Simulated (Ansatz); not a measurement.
# GeHNSi: the cost of one run

Program: Ansatz 0.2.0, Gaussian basis. Level of theory: cc-pVTZ, core rule «outside noble gas», up to 20 orbitals frozen. These are calculated values, not measurements.

To be run: UHF; CCSD(T) on RHF; CCSD(T) on UHF; BCCD(T) on RHF; CCSDT(Q) on RHF.

## (1) What is computed

The geometry is a PBE0/def2-TZVP stationary point (not a proven minimum). No spin-orbit coupling is included. The filled d shell of Ge may be among the frozen orbitals whatever the setting's name suggests; the logs give the count.

4 atoms, charge 0, spin multiplicity 1.

Atoms are counted from 1 here; the program's logs count them from 0.

Bond lengths: Ge1–N2 1.875 Å, N2–Si3 1.681 Å, N2–H4 1.061 Å. Angles: Ge1–N2–Si3 170.1°, Ge1–N2–H4 84.9°, Si3–N2–H4 105.0°.

Geometry (Å):

```xyz
4
charge 0, multiplicity 1
Ge    0.00000    0.31925    1.77832
N     0.00000    0.18554   -0.09186
Si    0.00000    0.35681   -1.76365
H     0.00000   -0.86160    0.07719
```

## (2) UHF

in.yaml reads:

```yaml
crystal:
  periodic: [false, false, false]
  atoms:
    - {symbol: Ge, position_ang: [0.000000, 0.319253, 1.778323]}
    - {symbol: N, position_ang: [0.000000, 0.185537, -0.091861]}
    - {symbol: Si, position_ang: [0.000000, 0.356811, -1.763653]}
    - {symbol: H, position_ang: [0.000000, -0.861601, 0.077191]}
basis:
  gaussian: {orbitals: cc-pVTZ}
magnetization: {spin_polarized: true, initial_magnetization: 0}
hamiltonian: {xc: hf}
output: {orbitals: {seedname: orbitals}}
```

Run with:

```bash
$ ansatz run in.yaml --threads 1 --pin off --events-out ev --progress --plain --max-ram 4096MiB --backend cpu
```

**Question.** How long does this run take on 1 thread of AMD EPYC 7R13, shared host, and how much memory does it need?

About 38 s, with a peak of 0.48 GiB.
